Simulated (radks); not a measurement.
# Zn²⁺ with its nuclear charge varied continuously

Aim: the energy of 28 electrons in [Ar] 3d10 as the nuclear charge moves through non-integer values, and a test of dE/dZ = E(electron-nucleus)/Z.

Method: Dirac Kohn-Sham, LDA (Slater exchange, Perdew-Wang correlation), spin-unpolarised, spherical densities, finite nucleus. Code: radks (a radial shooting solver on a logarithmic mesh, Libxc functionals) version 1.

### Step 1. The atom as given

```
element            : zinc (Z = 30)
charge             : +2
electrons          : 28
configuration      : [Ar] 3d10
nuclear rms radius : 3.9283 fm
```

Outer shells as boxes (Hund's rule):

Zn²⁺
```
[Ar] core
3d [↑↓][↑↓][↑↓][↑↓][↑↓]
```

### Step 2. Z = 30

Input:

```text
Z 30
configuration [Ar] 3d10
relativity Dirac
functional lda,pw
spin unpolarised
j_filling energy
nucleus finite rms 3.9283 fm
c 137.035999084
```

### Step 3. Z = 29.5

Settings, as their differences from step 2:

```diff
@@ -1,2 +1,2 @@
-Z 30
+Z 29.5
 configuration [Ar] 3d10
```

### Step 4. Z = 30.5

Settings, as their differences from step 3:

```diff
@@ -1,2 +1,2 @@
-Z 29.5
+Z 30.5
 configuration [Ar] 3d10
```

### Step 5. Z = 31

Settings, as their differences from step 4:

```diff
@@ -1,2 +1,2 @@
-Z 30.5
+Z 31
 configuration [Ar] 3d10
```

**Question.** What will these runs give? Wanted: for each run, Z; E; E(electron-nucleus)/Z; highest level; its energy; <r>.

The runs gave:

```tsv
Z	E (hartree)	E(electron-nucleus)/Z (hartree)	highest level	its energy (eV)	<r> (bohr)
29.5	-1721.35430	-140.316	3d5/2	-21.894	0.9430
30	-1792.31287	-143.517	3d5/2	-31.078	0.8827
30.5	-1864.87055	-146.713	3d5/2	-41.355	0.8324
31	-1939.02501	-149.905	3d5/2	-52.655	0.7893
```

At Z = 30 the central difference of E is -143.516 hartree, against -143.517 from the Hellmann-Feynman theorem. The top level goes from -21.894 eV at Z = 29.5 to -52.655 eV at Z = 31.
